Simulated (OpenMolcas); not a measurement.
**W⁵⁺ among point charges: CASSCF and CASPT2 levels, g values and susceptibility**

How does a field of 6 point charges split the states of W⁵⁺, and what g values and χT follow?

Program: OpenMolcas 26.06. Level of theory: state-averaged CASSCF and CASPT2, spin-orbit coupling by RASSI with atomic mean-field integrals. These are calculated values, not measurements, unless marked.

### 1 What is computed

* Species: W⁵⁺ (tungsten, Z = 74, 69 electrons)
* Basis: ANO-RCC-VDZP [7s6p4d2f1g], 68 functions
* Scalar Hamiltonian: DKH2, point nucleus
* Inactive shells: 1s 2s 2p 3s 3p 3d 4s 4p 4d 4f 5s 5p
* Active space: 1 electron in 5 orbitals (5d)
* Some configurations of this space: 5d
* Orbitals: optimised for each spin and parity, averaged over all roots

The outer shells:

5d
```
5d [↑ ][  ][  ][  ][  ]
```

The ion sits among 6 point charges of -1.5 e arranged as a tetragonal octahedron (D4h), 1.7 Å from the ion, with the axial distance 1.768 Å.

The work runs as a chain of OpenMolcas steps in one folder; each step below is one input file. The outputs are cut to the sections that carry results. Labels, J, g values, rates, χT and fits are worked out afterwards by a script from the matrices that RASSI stores. The input lists half of the charges; inversion (Group=XYZ) makes the rest.

### 2 GATEWAY and SEWARD: basis and integrals

Input file a.inp:

```
&GATEWAY
Coord
1

W 0.0 0.0 0.0
Basis=ANO-RCC-VDZP
Group=XYZ
NoMove
AngMom=0.0 0.0 0.0
AMFI
XField
3 Angstrom 0
1.700000 0.000000 0.000000 -1.500000
0.000000 1.700000 0.000000 -1.500000
0.000000 0.000000 1.768000 -1.500000
&SEWARD
```

The run is started by

```sh
> OMP_NUM_THREADS=1 MOLCAS_MEM=1689 MOLCAS_PROJECT=a pymolcas a.inp > a.log
```

### 3 CASSCF: doublets of even parity, 5 roots

Input file a.inp:

```
&RASSCF
FileOrb=start.orb
Symmetry=1
Spin=2
nActEl=1 0 0
Inactive=15 19
Ras2=5 0
CIRoot=5 5 1
SDav=5
CIMx=300
Iter=120 100
PrWF=0.3
OrbListing=Nothing
MaxOrb=0
>>> COPY $Project.JobIph JOB001
```

start.orb holds the contracted functions of the basis, ordered by shell, or the orbitals of the step before.

### 4 State interaction with spin-orbit coupling

Input file a.inp:

```
&RASSI
NrOfJobIphs=1 5
1 2 3 4 5
IphNames
JOB001
EJob
SpinOrbit
DIPRint=1.0
SOCoupling=1000.0
Subsets=2
Property=9
'ANGMOM' 1 'ANGMOM' 2 'ANGMOM' 3 'MLTPL  1' 1 'MLTPL  1' 2 'MLTPL  1' 3
'AMFI' 1 'AMFI' 2 'AMFI' 3
SOProperty=3
'ANGMOM' 1 'ANGMOM' 2 'ANGMOM' 3
```

### 5 CASPT2: IPEA 0.25, imaginary shift 0.1 (closed shells correlated: 4f 5s 5p)

Input file a.inp:

```
>>> COPY JOB001 $Project.JobIph
&CASPT2
Multistate=5 1 2 3 4 5
NoMult
Frozen=14 9
IPEA=0.25
Imaginary=0.1
MaxIter=60
WThr=0.0 0.3 0.05
PrWF=0.5
NoMix
```

(Steps that only read results are left out.)

Q: Predict the outcome of this session. Wanted: spin-free ground state; first state of the same spin; lowest level; next level.

The runs gave:

| quantity | value |
| --- | --- |
| method | SS-CASPT2, IPEA 0.25, imaginary shift 0.1 (closed shells correlated: 4f 5s 5p) |
| spin-free ground state | 2E, 2-fold in its orbital part |
| first state of the same spin | 2B2 at 1600 cm⁻¹ |
| lowest level | 2-fold E1/2, g = 0.09, 0.93, 0.93 |
| next level | 1082.0 cm⁻¹ |
| χT at 300 K | 0.08 cm³ K/mol |
| effective moment at 300 K | 0.79 μB |

Cost by method:

```csv
method,time of its own steps,time with the reference
A. CASSCF,2.7 s,2.7 s
"B. SS-CASPT2, IPEA 0.25, imaginary shift 0.1, +4f 5s 5p",1.2 s,3.9 s
```

Times are of one thread on a shared host.

What this shows: The spin-free ground state (2E) comes to 100 % from free-ion D terms and keeps the highest spin of the shell. χT at 300 K is 0.08, against 0.38 cm³ K/mol for the spin alone, so orbital moment lowers it. Point charges give too small a field for d ions at true ligand charges. This is an electrostatic model: the charges have no orbitals.
